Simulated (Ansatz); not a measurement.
# CH₃InOSe: up Jacob's ladder to CCSD(T)

One table from this session's results is given with a row withheld; the runs are named, their logs left out.

Program: Ansatz 0.2.0, Gaussian basis. Level of theory: functionals in def2-TZVPP, the program's frozen cores in correlated methods. These are calculated values, not measurements.

The runs, in order: LDA (SPW92), PBE-D4, revPBE-D4, BLYP-D4, r2SCAN-D4, B97M-V, PBE0-D4, B3LYP-D4, r2SCANh-D4, r2SCAN0-D4, HSE06-D4, BHLYP-D4, CAM-B3LYP-D4, LC-ωPBE, ωB97X-V, ωB97M-V, B2PLYP, PBE-QIDH; CCSD(T)/def2-SVP; CCSD(T)/def2-TZVPP; MP2/def2-QZVPP; extrapolation to the limit; RPA on PBE.

### The relaxed structure

The geometry comes from an earlier relaxation with PBE0-D4 in a triple-zeta def2 set; it is a stationary point, not always the lowest conformer. In takes the def2 core potential; no spin-orbit term is included.

7 atoms, charge 0, spin multiplicity 1.

Atoms are counted from 1 here; the program's logs count them from 0.

Bond lengths: O1–C2 1.312 Å, O1–H5 0.966 Å, C2–Se3 1.803 Å, C2–In4 2.199 Å, Se3–In4 2.816 Å, In4–H6 1.708 Å, In4–H7 1.708 Å. Angles: C2–O1–H5 109.3°, O1–C2–Se3 120.9°, O1–C2–In4 150.2°, Se3–C2–In4 88.8°, C2–Se3–In4 51.3°, C2–In4–Se3 39.8°, C2–In4–H6 113.5°, C2–In4–H7 113.5°, Se3–In4–H6 109.9°, Se3–In4–H7 109.9°, H6–In4–H7 132.6°.

Set-up of the first run:

Contents of in.yaml:

```yaml
crystal:
  periodic: [false, false, false]
  atoms:
    - {symbol: O, position_ang: [1.513794, -1.085710, 0.896157]}
    - {symbol: C, position_ang: [0.378998, -0.654086, 0.399069]}
    - {symbol: Se, position_ang: [-1.117647, -1.654138, 0.501824]}
    - {symbol: In, position_ang: [-0.781210, 0.895354, -0.644764]}
    - {symbol: H, position_ang: [2.199751, -0.421830, 0.749720]}
    - {symbol: H, position_ang: [-1.415193, 2.089630, 0.398816]}
    - {symbol: H, position_ang: [-0.717194, 0.762781, -2.346422]}
basis:
  gaussian: {orbitals: def2-TZVPP}
hamiltonian: {xc: lda}
output: {orbitals: {seedname: orbitals}}
```

Among the steps run: LDA; PBE-D4 (GGA); revPBE-D4 (GGA); BLYP-D4 (GGA); r2SCAN-D4 (meta-GGA); B97M-V (meta-GGA); PBE0-D4 (hybrid); B3LYP-D4 (hybrid); r2SCANh-D4 (hybrid); r2SCAN0-D4 (hybrid); HSE06-D4 (hybrid); BHLYP-D4 (hybrid); CAM-B3LYP-D4 (range-separated); LC-ωPBE (range-separated); ωB97X-V (range-separated); ωB97M-V (range-separated); B2PLYP (double hybrid); PBE-QIDH (double hybrid).

One of the session's tables, all rows but one given; the rest of the session is left out.

It belongs to the step «Frontier levels by functional». 

| functional | HOMO (eV) | LUMO (eV) | gap (eV) |
| --- | --- | --- | --- |
| LDA (SPW92) | -5.78 | -3.02 | 2.76 |
| PBE-D4 | -5.59 | -2.79 | 2.80 |
| revPBE-D4 | -5.51 | -2.70 | 2.81 |
| BLYP-D4 | -5.45 | -2.64 | 2.80 |
| r2SCAN-D4 | -5.80 | -2.67 | 3.13 |
| B97M-V | -5.86 | -2.58 | 3.28 |
| PBE0-D4 | -6.63 | -1.87 | 4.76 |
| B3LYP-D4 | -6.43 | -2.07 | 4.37 |
| r2SCANh-D4 | -6.19 | -2.32 | 3.86 |
| r2SCAN0-D4 | -6.78 | -1.80 | 4.98 |
| HSE06-D4 | -6.24 | -2.25 | 3.99 |
| BHLYP-D4 | -7.55 | -0.78 | 6.77 |
| CAM-B3LYP-D4 | -7.85 | -0.71 | 7.13 |
| LC-ωPBE | -9.09 | 0.37 | 9.46 |
| ωB97X-V | -8.79 | 0.34 | 9.13 |
| ωB97M-V | ? | ? | ? |

Q: Estimate the row for ωB97M-V from the others.

As computed: HOMO (eV): -8.67; LUMO (eV): 0.26; gap (eV): 8.93. In the column «HOMO (eV)» it lies between ωB97X-V (-8.79) and CAM-B3LYP-D4 (-7.85).
